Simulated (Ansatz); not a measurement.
Run this with the Python package of Ansatz (0.2.0) and show what comes out.

Script `run_cas.py`:
```python
"""Active-space calculation on AlAsH3N."""

import ansatz as az

geometry_ang = [
    ("N", (-0.4282, -1.0161, -0.3118)),
    ("Al", (0.4052, 0.6445, -0.8248)),
    ("As", (0.6453, -0.6944, 1.1616)),
    ("H", (-1.3707, -0.697, -0.0368)),
    ("H", (1.155, 1.4931, -1.9683)),
    ("H", (-0.3645, 0.2058, 1.9339)),
]
system = az.Crystal.molecule()
for symbol, xyz in geometry_ang:
    system = system.atom(symbol, xyz)

calculation = (
    system.calculation()
    .basis(gaussian="def2-SVP")
    .correlation(active_electrons=4, active_orbitals=4)
)
for method in ["sc_nevpt2"]:
    rep = (calculation if method is None else calculation.correlation(method)).run(threads=1).report
    space = rep["configurations"]
    state = space["states"][0]
    print(method or "casscf", f"total {rep['free_energy_ev'] / 27.211386246:.6f} Ha, active-space state {state['energy']['hartree']:.6f} Ha, mean field {rep['reference_energy_ev'] / 27.211386246:.6f} Ha")
    print("  determinants", state["n_determinants"], " natural occupations", [round(n, 3) for n in space["natural_occupations"]])
```

```console
$ python run_cas.py
RunWarning: the results are in doubt because another end's mean lies 0.431 eV lower, and its corrected mean 0.244 eV higher
sc_nevpt2 total -2532.312233 Ha, active-space state -2531.880944 Ha, mean field -2531.847915 Ha
  determinants 36  natural occupations [1.974, 1.937, 0.064, 0.025]
```
(Warnings from the package without file and line.)

Reading the output:
- Total energies depend on the basis set; only differences at equal settings carry meaning.
- The geometry is a force-field or estimated start, not a minimum of this method, and the basis set is short of its limit. The active space starts as a window about the frontier orbitals and is then optimised, not chosen by chemistry.
- A lower CASSCF solution was found and passed over, so the printed active-space state isn't the lowest.
- Finished in 8.1 s on 1 thread of Arm Neoverse V2, on a shared host, peak memory 0.25 GiB.

(Lines on the test bed's own set-up are left out of the output.)
